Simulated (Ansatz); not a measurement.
# CH3B2Br: small, medium and large basis sets

How large a basis does CH3B2Br need? Two functionals are run in growing sets.

Method: one geometry, several basis sets; program: Ansatz 0.2.0, Gaussian basis.

Plan: PBE0-D4/def2-SVP; ωB97M-V/def2-SVP; PBE0-D4/def2-QZVPP; ωB97M-V/def2-QZVPP; the functionals' def2-TZVPP values are taken from earlier runs.

## (1) Structure used throughout

All runs share one geometry, relaxed beforehand with PBE0-D4 in a triple-zeta def2 set.

SMILES `BrB1BC1`, 7 atoms, charge 0, spin multiplicity 1.

Atoms are counted from 1 here; the program's logs count them from 0.

Bond lengths: Br1–B2 1.900 Å, B2–B3 1.533 Å, B2–C4 1.601 Å, B3–C4 1.472 Å, B3–H5 1.179 Å, C4–H6 1.088 Å, C4–H7 1.132 Å. Angles: Br1–B2–B3 167.1°, Br1–B2–C4 136.9°, B3–B2–C4 56.0°, B2–B3–C4 64.4°, B2–B3–H5 161.7°, C4–B3–H5 133.9°, B2–C4–B3 59.6°, B2–C4–H6 164.6°, B2–C4–H7 63.1°, B3–C4–H6 135.8°, B3–C4–H7 122.7°, H6–C4–H7 101.5°.

## (2) PBE0-D4 in def2-SVP

File in.yaml:

```yaml
crystal:
  periodic: [false, false, false]
  atoms:
    - {symbol: Br, position_ang: [-2.236066, -1.454478, -0.104233]}
    - {symbol: B, position_ang: [-0.487934, -0.711198, -0.134901]}
    - {symbol: B, position_ang: [1.012834, -0.426801, -0.260173]}
    - {symbol: C, position_ang: [0.182801, 0.710335, 0.170734]}
    - {symbol: H, position_ang: [2.166801, -0.570005, -0.454719]}
    - {symbol: H, position_ang: [0.362714, 1.748833, 0.439001]}
    - {symbol: H, position_ang: [-0.939948, 0.635413, 0.298589]}
basis:
  gaussian: {orbitals: def2-SVP}
hamiltonian: {xc: pbe0, dispersion: d4}
output: {orbitals: {seedname: orbitals}}
```

Launch:

```
$ ansatz run in.yaml --threads 2 --pin off --events-out ev --progress --plain --max-ram 4352MiB
```

The log of the run:

```text
Functional definition: PBE0
  name "PBE0"
  cite "Adamo & Barone, J. Chem. Phys. 110, 6158 (1999) doi:10.1063/1.478522"
  cite "Perdew, Burke & Ernzerhof, Phys. Rev. Lett. 77, 3865 (1996) doi:10.1103/PhysRevLett.77.3865"
  parent pbe
  parameter a = 0.25
  parameter kappa = 0.804
  parameter beta = 0.06672455060314922
  exchange = (1 - a)*pbe_x(kappa = kappa, mu = beta*pi^2/3) + a*exact_x
  correlation = pbe_c(beta = beta)
895 factors; integrals over basis functions are off by at most 1.3e-3 eV
mean field evaluation 1: about -72456.6173 eV, gradient 4.2e1 eV
mean field evaluation 2: about -72452.4333 eV, gradient 5.6e1 eV
mean field evaluation 4: about -72461.6122 eV, gradient 3.9e0 eV
mean field evaluation 8: about -72461.8033 eV, gradient 1.6e-1 eV
mean field evaluation 16: about -72461.8034 eV, gradient 2.6e-5 eV
mean field -72461.80341812 eV, -2662.9221592415 hartree, gradient 2.6e-5 eV, S^2 0.000000; 0 other end points of the search recorded, 0 dependent functions left out
reference -72461.80344156 eV, -2662.9221601027 hartree; 27, 27 occupied and 62, 62 virtual orbitals, 895 factors
Total energy: -72461.91616074 eV, -2662.9263024563 hartree
```

Run time: 1.5 s. Hardware: 2 threads of Arm Neoverse V1, shared host.

## (3) ωB97M-V in def2-SVP

Edit in.yaml of step 2 so:

```diff
@@ -12,3 +12,3 @@
   gaussian: {orbitals: def2-SVP}
-hamiltonian: {xc: pbe0, dispersion: d4}
+hamiltonian: {xc: {name: wB97M-V}}
 output: {orbitals: {seedname: orbitals}}
```

Launched as before.

The log of the run (excerpt; [...] marks lines left out):

```text
Functional definition: wB97M-V
  name "wB97M-V"
  cite "Mardirossian & Head-Gordon, J. Chem. Phys. 144, 214110 (2016) doi:10.1063/1.4952647"
  cite "Becke, J. Chem. Phys. 107, 8554 (1997) doi:10.1063/1.475007"
  cite "Vydrov & Van Voorhis, J. Chem. Phys. 133, 244103 (2010) doi:10.1063/1.3521275"
  # Of w^i u^j: cxij and so on, Table III.
[...]
  gx(w, u) = 1 - cx + cx01*u + cx10*w
  gss(w, u) = css00 + css04*u^4 + css10*w + css20*w^2 + css43*w^4*u^3
  gos(w, u) = cos00 + cos10*w + (cos20 + cos21*u)*w^2 + (cos60 + cos61*u)*w^6
[...]
      + integral(e_c_pw_mod_opposite_spin*gos(b97_w_opposite, b97_u_opposite)) + vv10(b, c)
895 factors; integrals over basis functions are off by at most 1.3e-3 eV
231 factors; integrals over basis functions are off by at most 1.3e-5 eV
[...]
mean field -72467.90994261 eV, -2663.1465698773 hartree, gradient 8.2e-5 eV, S^2 0.000000; 0 other end points of the search recorded, 0 dependent functions left out
reference -72467.90997873 eV, -2663.1465712048 hartree; 27, 27 occupied and 62, 62 virtual orbitals, 895 factors
Total energy: -72467.90997873 eV, -2663.1465712048 hartree
```

It took 6.5 s on 2 threads of Arm Neoverse V1, shared host.

## (4) PBE0-D4 in def2-QZVPP

Edit in.yaml of step 3 so:

```diff
@@ -11,4 +11,4 @@
 basis:
-  gaussian: {orbitals: def2-SVP}
-hamiltonian: {xc: {name: wB97M-V}}
+  gaussian: {orbitals: "def2-QZVPP.json"}
+hamiltonian: {xc: pbe0, dispersion: d4}
 output: {orbitals: {seedname: orbitals}}
```

The command is unchanged.

The log of the run:

```text
Functional definition: PBE0
  name "PBE0"
  cite "Adamo & Barone, J. Chem. Phys. 110, 6158 (1999) doi:10.1063/1.478522"
  cite "Perdew, Burke & Ernzerhof, Phys. Rev. Lett. 77, 3865 (1996) doi:10.1103/PhysRevLett.77.3865"
  parent pbe
  parameter a = 0.25
  parameter kappa = 0.804
  parameter beta = 0.06672455060314922
  exchange = (1 - a)*pbe_x(kappa = kappa, mu = beta*pi^2/3) + a*exact_x
  correlation = pbe_c(beta = beta)
1302 factors; their error is unknown
mean field evaluation 1: about -72465.3831 eV, gradient 5.9e1 eV
mean field evaluation 2: about -72454.5181 eV, gradient 8.2e1 eV
mean field evaluation 4: about -72474.1107 eV, gradient 8.5e0 eV
mean field evaluation 8: about -72474.4639 eV, gradient 3.1e-1 eV
mean field evaluation 16: about -72474.4640 eV, gradient 3.9e-5 eV
mean field -72474.46400714 eV, -2663.3874273062 hartree, gradient 3.9e-5 eV, S^2 0.000000; 0 other end points of the search recorded, 0 dependent functions left out
reference -72474.46404008 eV, -2663.3874285169 hartree; 27, 27 occupied and 323, 323 virtual orbitals, 1302 factors
Total energy: -72474.57675927 eV, -2663.3915708705 hartree
```

It took 9.5 s on 2 threads of Arm Neoverse V1, shared host; peak memory 0.95 GiB.

## (5) ωB97M-V in def2-QZVPP

Edit in.yaml of step 4 so:

```diff
@@ -12,3 +12,3 @@
   gaussian: {orbitals: "def2-QZVPP.json"}
-hamiltonian: {xc: pbe0, dispersion: d4}
+hamiltonian: {xc: {name: wB97M-V}}
 output: {orbitals: {seedname: orbitals}}
```

The command is unchanged.

The log of the run (excerpt; [...] marks lines left out):

```text
Functional definition: wB97M-V
  name "wB97M-V"
  cite "Mardirossian & Head-Gordon, J. Chem. Phys. 144, 214110 (2016) doi:10.1063/1.4952647"
  cite "Becke, J. Chem. Phys. 107, 8554 (1997) doi:10.1063/1.475007"
  cite "Vydrov & Van Voorhis, J. Chem. Phys. 133, 244103 (2010) doi:10.1063/1.3521275"
  # Of w^i u^j: cxij and so on, Table III.
[...]
  gx(w, u) = 1 - cx + cx01*u + cx10*w
  gss(w, u) = css00 + css04*u^4 + css10*w + css20*w^2 + css43*w^4*u^3
  gos(w, u) = cos00 + cos10*w + (cos20 + cos21*u)*w^2 + (cos60 + cos61*u)*w^6
[...]
      + integral(e_c_pw_mod_opposite_spin*gos(b97_w_opposite, b97_u_opposite)) + vv10(b, c)
1271 factors; their error is unknown
291 factors; integrals over basis functions are off by at most 2.7e-5 eV
[...]
mean field -72480.60726006 eV, -2663.6131876870 hartree, gradient 1.4e-5 eV, S^2 0.000000; 0 other end points of the search recorded, 0 dependent functions left out
reference -72480.60731321 eV, -2663.6131896404 hartree; 27, 27 occupied and 323, 323 virtual orbitals, 1271 factors
Total energy: -72480.60731321 eV, -2663.6131896404 hartree
```

It took 27 s on 2 threads of Arm Neoverse V1, shared host; peak memory 1.1 GiB.

## (6) Functionals by basis

The def2-TZVPP values come from earlier runs at the same geometry.

```
functional       basis  functions  energy (eV)  from the largest (eV)  HOMO (eV)  LUMO (eV)
   PBE0-D4    def2-SVP         89  -72461.9162                 12.661      -7.47      -0.72
   PBE0-D4  def2-TZVPP        183  -72473.0008                  1.576      -7.56      -0.88
   PBE0-D4  def2-QZVPP        350  -72474.5768                  0.000      -7.58      -0.92
   ωB97M-V    def2-SVP         89  -72467.9100                 12.697      -9.64       1.43
   ωB97M-V  def2-TZVPP        183  -72479.1047                  1.503      -9.75       1.18
   ωB97M-V  def2-QZVPP        350  -72480.6073                  0.000      -9.76       1.09
```

## (7) Outcome

| quantity | value |
| --- | --- |
| PBE0-D4: double and triple zeta above quadruple | 12.66, 1.58 eV |
| ωB97M-V: double and triple zeta above quadruple | 12.70, 1.50 eV |

For PBE0-D4 the step from double to triple zeta gains 11.08 eV and the next only 1.58 eV. These are total energies; as a rule much of such shifts cancels in differences, which this series doesn't test.

For PBE0-D4 the largest set took about 6 times as long as the smallest (9.5 s against 1.5 s).
